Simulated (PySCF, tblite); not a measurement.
# C5H9B+ (doublet): geometry, infrared bands and EPR parameters

Wanted: the infrared bands and EPR parameters of C5H9B+ (doublet) (`B1[CH+][CH]CCC1`), by calculation.

Programs: tblite 0.8.0 and PySCF 2.14.0, with density-fitted response routines of our own. Each step states its level of theory. These are calculated values for one molecule in the gas phase, unless marked as measured. Atoms are numbered from 0 throughout.

### Step 1. Starting geometry

15 atoms, charge 1, multiplicity 2; geometry from: force field or distance geometry start.

Bonds of the start (Å): B0–C1 1.55, C1–C2 1.51, C2–C3 1.55, C3–C4 1.54, C4–C5 1.54, C5–B0 1.61, B0–H6 1.18, C1–H7 1.10, C2–H8 1.11, C3–H9 1.12, C3–H10 1.10, C4–H11 1.12, C4–H12 1.12, C5–H13 1.11, C5–H14 1.12.

### Step 2. Geometry optimisation with GFN2-xTB

The job: settings as JSON, then the geometry in Å.

```
{"job": {"kind": "relax", "xc": "GFN2-xTB", "basis": "xTB"}, "charge": 1, "multiplicity": 2}
B      0.585900     1.506400     0.181800
C      1.627700     0.364300     0.307500
C      1.177500    -1.061100     0.509700
C     -0.155500    -1.336000    -0.226200
C     -1.241500    -0.336800     0.203400
C     -0.906100     1.094300    -0.257400
H      0.945200     2.624900     0.028700
H      2.686200     0.613400     0.454600
H      1.959000    -1.767000     0.165000
H     -0.494500    -2.369300     0.053400
H     -0.003300    -1.307300    -1.320200
H     -2.211100    -0.638100    -0.260800
H     -1.375100    -0.358600     1.310900
H     -0.968800     1.162000    -1.363900
H     -1.630000     1.816900     0.191600
```

Command:

```
$ OMP_NUM_THREADS=1 python probes_run.py task.json out
```

One launch serves the whole session: the jobs run in the order shown.

**Question.** This job is followed by: GFN2-xTB harmonic vibrations, gas phase; UKS B3LYP, pcH-1 on B C H, non-relativistic, mean-field spin-orbit, GIAO. Predict these results of the whole session: strongest single infrared mode (GFN2-xTB); zero-point energy (GFN2-xTB); g(iso) (B3LYP); ⟨S²⟩; largest a(iso) (averaged by class).

**Answer**, as computed:

| quantity | value |
| --- | --- |
| strongest single infrared mode (GFN2-xTB) | 1391 cm⁻¹, 132 km/mol |
| zero-point energy (GFN2-xTB) | 76.8 kcal/mol |
| g(iso) (B3LYP) | 2.00318 |
| ⟨S²⟩ | 0.755 (exact 0.75) |
| largest a(iso) (averaged by class) | 1H on H7, 116.1 MHz |

What this shows: The optimisation took 62 steps and gained 1.573 eV; among the close pairs (by a distance rule), C1–C2 changed most, from 1.508 to 1.340 Å. All 39 modes are real, so the xTB geometry is a minimum. The strongest single mode, at 1391 cm⁻¹, moves mainly H12 and H11. Unscaled tight-binding wavenumbers are off by several per cent, some by more. Its intensities can rank the bands wrongly. C1 carries the largest spin population, 0.35 e. The isotropic g lies 0.9 ppt above the free-electron value.
